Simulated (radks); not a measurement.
**Taking charge from the 5p level of I³⁺ in fractions**

One table from this session's results is given with a row withheld; the runs are named, their logs left out.

Method: Dirac Kohn-Sham, BLYP, spin-unpolarised, spherical densities, finite nucleus; open shells are shared between the two j in proportion to 2j + 1. Code: radks (a radial shooting solver on a logarithmic mesh, Libxc functionals) version 1.

### The system

- element: iodine (Z = 53)
- charge: +3
- electrons: 50
- configuration: [Kr] 4d10 5s2 5p2
- nuclear rms radius: 4.75 fm

Outer shells as boxes (Hund's rule):

I³⁺
```
[Kr] core
4d [↑↓][↑↓][↑↓][↑↓][↑↓]
5s [↑↓]
5p [↑ ][↑ ][  ]
```

Set-up of the first run:

Settings of this run:

```text
Z 53
configuration [Kr] 4d10 5s2 5p2
relativity Dirac
functional b88,lyp
spin unpolarised
j_filling average
nucleus finite rms 4.75 fm
c 137.035999084
```

Launch:

```sh
$ python run_ks.py task.json out
```

All runs below come from this command, one after another.

Steps of the session up to this table: Start: [Kr] 4d10 5s2 5p2.

One of the session's tables, all rows but one given; the rest of the session is left out.

Sizes of the orbitals, from the radial functions (bohr):

```
level     <r>  outermost maximum (interpolated)  90 % within  nodes
4s1/2  0.7395                             0.680         1.07      3
4p1/2  0.7719                             0.698         1.13      2
4p3/2  0.8001                             0.723         1.17      2
4d3/2  0.9098                             0.772         1.39      1
4d5/2  0.9209                             0.781         1.40      1
5s1/2   1.830                              1.65         2.63      4
5p1/2       ?                                 ?            ?      ?
5p3/2   2.141                              1.90         3.10      3
```

Estimate the missing values for 5p1/2.

**Answer.** <r>: 2.070; outermost maximum (interpolated): 1.84; 90 % within: 3.00; nodes: 3. In the column «<r>» it lies between 5s1/2 (1.830) and 5p3/2 (2.141).
